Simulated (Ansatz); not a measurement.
TaSiAs:

```
Ta As Si
1.0
     3.49900    0.00000    0.00000
     0.00000    3.49900    0.00000
     0.00000    0.00000    7.85700
Ta As Si
2 2 2
Cartesian
  0.0000 1.7495 5.8456
  1.7495 0.0000 2.0114
  0.0000 1.7495 3.0721
  1.7495 0.0000 4.7849
  1.7495 1.7495 0.0000
  0.0000 0.0000 0.0000
```

* Program: Ansatz 0.2.0
* Task: relaxation of cell and atoms
* Functional: revPBE
* Potentials or basis: Ansatz PAW
* Cutoff: 420 eV (not typed: the program's choice for these potentials)
* k mesh: 8 × 8 × 4
* Occupations: fermi-dirac, width 0.05 eV
* Spin: no spin polarisation

At the start: volume 16.03 Å³/atom.

Problem. Where does the relaxation end?

Solution. It ends after 8 steps and the volume is 16.51 Å³/atom (+3.0 %); space group P4/nmm (No. 129, to 0.05 Å).

Step by step:
```csv
step,energy change (eV),largest force (eV/Å),volume (Å³)
1,0.0000,0.1837,96.19
2,-0.0075,0.2593,101.43
3,-0.0427,0.1133,99.28
4,-0.0439,0.0531,98.83
5,-0.0445,0.0098,99.05
6,-0.0453,0.0095,99.05
7,-0.0453,0.0009,99.05
8,-0.0453,0.0010,99.05
```

Final structure:
```yaml
crystal:
  lattice:
    - [3.53000, 0.00000, 0.00000]
    - [0.00000, 3.53000, 0.00000]
    - [0.00000, 0.00000, 7.94916]
  atoms:
    - { symbol: Ta, position: [0.00000, 0.50000, 0.74588] }
    - { symbol: Ta, position: [0.50000, 0.00000, 0.25412] }
    - { symbol: As, position: [0.00000, 0.50000, 0.38912] }
    - { symbol: As, position: [0.50000, 0.00000, 0.61088] }
    - { symbol: Si, position: [0.50000, 0.50000, 0.00000] }
    - { symbol: Si, position: [0.00000, 0.00000, 0.00000] }
```

Caveat: the plane-wave basis is chosen anew once the cell has moved, so the energies of steps on either side of that aren't comparable; the PAW data sets come from PBE, with cores solved anew for the run's functional, which leaves a small shift of forces and pressure.
